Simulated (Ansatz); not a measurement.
# BClFH4N: the cost of one run

All numbers below are computed with Ansatz 0.2.0 (RKS PBE-D4/def2-SVP).

1 further run of the same task is left out (it didn't finish).

### 1 The system as given

Bond lengths: N2–H3 1.060 Å, N2–H4 1.060 Å, B1–Cl5 1.860 Å, B1–F6 1.320 Å. Angles: H3–N2–H4 120.0°, Cl5–B1–F6 120.0°.

Coordinates:

```xyz
8

B     0.0000    0.0000    0.0000
N     0.0000    0.0000    1.9000
H    -0.8770   -0.2713    2.4300
H     0.8770    0.2713    2.4300
Cl    1.6108    0.0000   -0.9300
F    -1.1431    0.0000   -0.6600
H     0.3134   -1.3788    0.4698
H     0.2580   -1.1350    1.3606
```

### 2 A restrained relaxation towards end A

Springs on the bonds that form and break draw the guess towards this end; the thresholds are loose.

The input, input.yaml:

```yaml
crystal:
  periodic: [false, false, false]
  atoms:
    - { symbol: B, position_ang: [0.0, 0.0, 0.0] }
    - { symbol: "N", position_ang: [0.0, 0.0, 1.9] }
    - { symbol: H, position_ang: [-0.877, -0.2713, 2.43] }
    - { symbol: H, position_ang: [0.877, 0.2713, 2.43] }
    - { symbol: Cl, position_ang: [1.6108, 0.0, -0.93] }
    - { symbol: F, position_ang: [-1.1431, 0.0, -0.66] }
    - { symbol: H, position_ang: [0.3134, -1.3788, 0.4698] }
    - { symbol: H, position_ang: [0.258, -1.135, 1.3606] }
basis:
  gaussian: { orbitals: def2-SVP }
hamiltonian:
  xc: pbe
  dispersion: d4
relax:
  f_tol: 0.15
  max_steps: 25
  restrain:
    - { distance: [0, 6], at: 2.39, k: 30.0 }
    - { distance: [7, 1], at: 2.26, k: 30.0 }
    - { distance: [0, 1], at: 1.55, k: 30.0 }
    - { distance: [7, 6], at: 0.66, k: 30.0 }
output:
  orbitals: {}
```

Command:

```bash
$ ansatz run input.yaml --threads 1 --pin off --max-ram 2048MiB --backend cpu --events-out ev --progress --plain --runs-dir out
```

What time and memory should one allow on 1 thread of Arm Neoverse V2, shared host?

About 31 s, with a peak of 0.14 GiB.
